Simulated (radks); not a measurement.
**Cl⁻ held by a Watson sphere**

An exercise on one series of results from a longer session: the logs are not shown, and one member is left open.

The numbers are computed with radks (a radial shooting solver on a logarithmic mesh, Libxc functionals) version 1 (scalar-relativistic Kohn-Sham, PBEsol, spin-polarised, spherical densities, finite nucleus), except any that are marked as measured or tabulated.

## What is computed

| Quantity | Value |
| --- | --- |
| element | chlorine (Z = 17) |
| charge | -1 |
| electrons | 18 |
| configuration | [Ar] |
| nuclear rms radius | 3.3654 fm |

The outer shells:

Cl⁻
```
[Ne] core
3s [↑↓]
3p [↑↓][↑↓][↑↓]
```

Set-up of the first run:

Input:

```text
Z 17
configuration [Ar]
relativity scalar-relativistic
functional pbe_sol,pbe_sol
spin polarised
nucleus finite rms 3.3654 fm
c 137.035999084
watson charge 1 radius 2.01 bohr
response adiabatic LDA kernel
```

Steps of the session up to this table: R = 2.01 bohr; R = 2.5 bohr; R = 2.65 bohr; R = 4.25 bohr; R = 4.58 bohr.

One of the session's tables, all rows but one given; the rest of the session is left out.

| R (bohr) | highest level (eV) | its <r> (bohr) | sum of <r²> (bohr²) | α (bohr³) |
| --- | --- | --- | --- | --- |
| 2.01 | -9.002 | 1.872 | 32.62 | 17.56 |
| 2.5 | -8.226 | 1.927 | 34.44 | 20.73 |
| 2.65 | ? | ? | ? | ? |
| 4.25 | -5.743 | 2.026 | 38.22 | 32.70 |
| 4.58 | -5.386 | 2.034 | 38.59 | 34.63 |

**Question.** Estimate the row for R (bohr) = 2.65.

Worked estimate for «highest level (eV)». A straight line through the neighbours (2.5, -8.226) and (4.25, -5.743) gives -8.226 + (-5.743 + 8.226) × (2.65 − 2.5) / (4.25 − 2.5) = -8.013; a parabola fitted to 4 rows on both sides gives -7.977.

As computed: highest level (eV): -7.983; its <r> (bohr): 1.941; sum of <r²> (bohr²): 34.93; α (bohr³): 21.77. In «highest level (eV)» the line misses by -0.030 and the parabola by +0.006.

What this shows: From R = 2.01 to 4.58 bohr the top level moves from -9.002 to -5.386 eV and its mean radius from 1.87 to 2.03 bohr. A wider sphere makes a shallower well, so the ion swells.
